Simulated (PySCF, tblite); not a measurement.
# C4H10FNSi: geometry, infrared bands and NMR shifts

What infrared bands and NMR shifts should C4H10FNSi (`F[SiH2]NC1CCC1`) show?

Programs: tblite 0.8.0 and PySCF 2.14.0, with density-fitted response routines of our own. Each step states its level of theory. These are calculated values for one molecule in the gas phase, unless marked as measured. Atoms count from 0, in the outputs and in this text.

## Step 1: The molecule as given

17 atoms, charge 0, multiplicity 1; geometry from: force field or distance geometry start.

Bonds of the start (Å): F0–Si1 1.60, Si1–N2 1.70, N2–C3 1.48, C3–C4 1.56, C4–C5 1.55, C5–C6 1.55, C6–C3 1.55, Si1–H7 1.49, Si1–H8 1.47, N2–H9 1.02, C3–H10 1.08, C4–H11 1.09, C4–H12 1.10, C5–H13 1.09, C5–H14 1.10, C6–H15 1.10, C6–H16 1.09.

## Step 2: Optimising the geometry with GFN2-xTB

What the job is given:

```
{"job": {"kind": "relax", "xc": "GFN2-xTB", "basis": "xTB"}, "charge": 0, "multiplicity": 1}
F      3.078500     1.516100    -0.295200
Si     2.605100    -0.002700    -0.163400
N      1.085900     0.023900     0.595800
C     -0.140500     0.482700    -0.088700
C     -1.334300     0.321700     0.903200
C     -2.131700    -0.249600    -0.302600
C     -0.766800    -0.682500    -0.894700
H      3.543300    -0.721400     0.751300
H      2.498400    -0.646100    -1.483800
H      1.220500     0.506800     1.481100
H     -0.101200     1.443800    -0.590400
H     -1.727900     1.251800     1.315900
H     -1.206900    -0.399900     1.719300
H     -2.821800    -1.056100    -0.068700
H     -2.646500     0.522300    -0.892200
H     -0.478400    -1.698000    -0.576200
H     -0.682800    -0.600800    -1.975000
```

Started as:

```bash
$ OMP_NUM_THREADS=1 python probes_run.py task.json out
```

One launch serves the whole session: the jobs run in the order shown.

**Question.** This job is followed by: GFN2-xTB harmonic vibrations, gas phase; GIAO PBE0/pcSseg-1 NMR shielding, non-relativistic, gas phase. Predict these results of the whole session: strongest single infrared mode (GFN2-xTB); zero-point energy (GFN2-xTB); 13C shifts against TMS (PBE0/pcSseg-1, means over atoms taken as alike); 1H shifts against TMS (PBE0/pcSseg-1, means over atoms taken as alike); 19F shifts against CFCl3 (PBE0/pcSseg-1); 29Si shifts against TMS (PBE0/pcSseg-1); 15N shifts against NH3 (PBE0/pcSseg-1); surface potential, 1st and 99th percentile.

As calculated:

| quantity | value |
| --- | --- |
| strongest single infrared mode (GFN2-xTB) | 2268 cm⁻¹, 334 km/mol |
| zero-point energy (GFN2-xTB) | 85.0 kcal/mol |
| 13C shifts against TMS (PBE0/pcSseg-1, means over atoms taken as alike) | 46.0, 36.4, 13.0 ppm |
| 1H shifts against TMS (PBE0/pcSseg-1, means over atoms taken as alike) | 5.11, 3.63, 2.62, 1.69, 1.65, 1.64, 0.45 ppm |
| 19F shifts against CFCl3 (PBE0/pcSseg-1) | -206.9 ppm |
| 29Si shifts against TMS (PBE0/pcSseg-1) | -22.3 ppm |
| 15N shifts against NH3 (PBE0/pcSseg-1) | 73.8 ppm |
| surface potential, 1st and 99th percentile | -1.24 V and 1.66 V |

**Reading.** The optimisation took 119 steps and gained 0.580 eV; among the close pairs (by a distance rule), Si1–H7 changed most, from 1.494 to 1.452 Å. No mode is imaginary among the 45: a minimum at this level. The strongest single mode, at 2268 cm⁻¹, moves mainly H8. GFN2-xTB is a fitted tight-binding method: band positions and strengths are rough. Its intensities can rank the bands wrongly. The most deshielded carbon is C3 (sp3 CH bonded to N), at 46.0 ppm: pulled downfield by the heteroatom. At PBE0/pcSseg-1: Shielding is most anisotropic at F0 (span 101 ppm, paramagnetic term -92 ppm).
